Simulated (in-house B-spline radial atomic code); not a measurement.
**Sb¹⁸⁺: starting-point dependence of G0W0 and RPA**

Question: which mean-field start gives which removal energy for Sb¹⁸⁺, before and after G0W0?

Method: RPA, second order, AC-SOSEX and G0W0 (contour deformation) on a non-relativistic mean field, all electrons; no spin-orbit coupling, Breit or QED terms. Code: an in-house B-spline radial atomic code, version 1.

### 1 The atom as given

| Item | Value |
| --- | --- |
| element | antimony (Z = 51) |
| charge | +18 |
| electrons | 33 |
| configuration | [Ar] 3d10 4s2 4p3 |
| Hamiltonian | non-relativistic, point nucleus |
| starts | Hartree-Fock, PBE, BLYP, LDA (VWN5), SCAN |

Outer shells as boxes (Hund's rule):

Sb18+
```
[Ar] core
3d [↑↓][↑↓][↑↓][↑↓][↑↓]
4s [↑↓]
4p [↑ ][↑ ][↑ ]
```

### 2 Hartree-Fock start

The run's settings:

```ini
Z = 51
electrons = 33.0
configuration = [Ar] 3d10 4s2 4p3
hamiltonian = nr
method = hf
lmax = 9
spin_polarised = True
box_radius = 4.4
intervals = 48
```

On the command line:

```console
$ python run_gw.py task.json out
```

task.json lists these runs, among others, and the program works through them in turn.

The runs that follow: PBE start; BLYP start; LDA (VWN5) start; SCAN start.

**Question.** What will these runs give? Wanted: highest level, mean field; highest level, G0W0; RPA correlation energy; RPA+SOSEX.

As calculated:

| quantity | value |
| --- | --- |
| highest level, mean field (range over the runs) | -512.52 to -497.66 eV |
| highest level, G0W0 (range over the runs) | -513.53 to -513.26 eV |
| RPA correlation energy | -2.603 to -2.445 hartree |
| RPA+SOSEX | -1.8143 to -1.7087 hartree |
| tabulated theoretical ionisation energy (4p shell) | 510.00 ± 3 eV (NIST Atomic Spectra Database, ionization energies) |
| G0W0 removal energy less that value | +3.26 to +3.53 eV |

G0W0 turns a spread of 14.9 eV among the starts into one of 0.27 eV, 1.8 % of it. On the semilocal starts the correction is downwards, 14 to 16 eV, since their self-interaction lifts occupied levels. RPA gives the most correlation on LDA (VWN5) and the least on Hartree-Fock (6.1 % apart); over the runs it loosely follows the gap of the start, as smaller excitation energies give more correlation. All runs miss the tabulated theoretical ionisation energy, 510.00 ± 3 eV, by about +3.31 eV (+0.65 %), far more than they differ among themselves. Relativity is left out, and for this shell its effect can be as large as the miss, so the comparison tests the Hamiltonian as much as the method. Read as a removal energy, the bare PBE level is off by -12.1 eV (-2.4 %) and the nearest bare level, Hartree-Fock's, by +2.52 eV. For so heavy an element the non-relativistic levels are a model, not the real atom's.
